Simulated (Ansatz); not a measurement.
# BClFHO: the cost of one run

Method: UKS revPBE-D4/6-31G*, in Ansatz 0.2.0.

## (1) The system as given

Bond lengths: B1–F2 1.685 Å, B1–O3 1.269 Å, B1–Cl5 1.651 Å. Angles: F2–B1–O3 93.5°, F2–B1–Cl5 117.7°, O3–B1–Cl5 148.8°.

Structure file:

```xyz
5

B    -0.3276    0.2015   -0.2222
F     1.2284    0.0253    0.3988
O    -0.7289   -0.8995    0.2637
H     0.4824   -0.8865    0.6634
Cl   -0.6543    1.5592   -1.1037
```

## (2) Run 1

150 steps of 0.5 fs at constant energy, with velocities drawn for 100 K.

Contents of input.yaml:

```yaml
crystal:
  periodic: [false, false, false]
  atoms:
    - { symbol: B, position_ang: [-0.3276, 0.2015, -0.2222] }
    - { symbol: F, position_ang: [1.2284, 0.0253, 0.3988] }
    - { symbol: O, position_ang: [-0.7289, -0.8995, 0.2637] }
    - { symbol: H, position_ang: [0.4824, -0.8865, 0.6634] }
    - { symbol: Cl, position_ang: [-0.6543, 1.5592, -1.1037] }
magnetization:
  spin_polarized: true
basis:
  gaussian: { orbitals: "6-31G*" }
hamiltonian:
  xc: revpbe
  dispersion: d4
md:
  timestep: 0.5
  n_steps: 150
  ensemble: nve
  temperature: 100.0
  initial_velocities: maxwell_boltzmann
  seed: 640269
```

The run is started by

```sh
$ ansatz run input.yaml --threads 1 --pin off --max-ram 2048MiB --backend cpu --events-out ev --progress --plain --runs-dir out
```

**Question.** How long does this run take on 1 thread of Arm Neoverse V1, shared host, and how much memory does it need?

About 5.4 min, with a peak of 0.11 GiB.
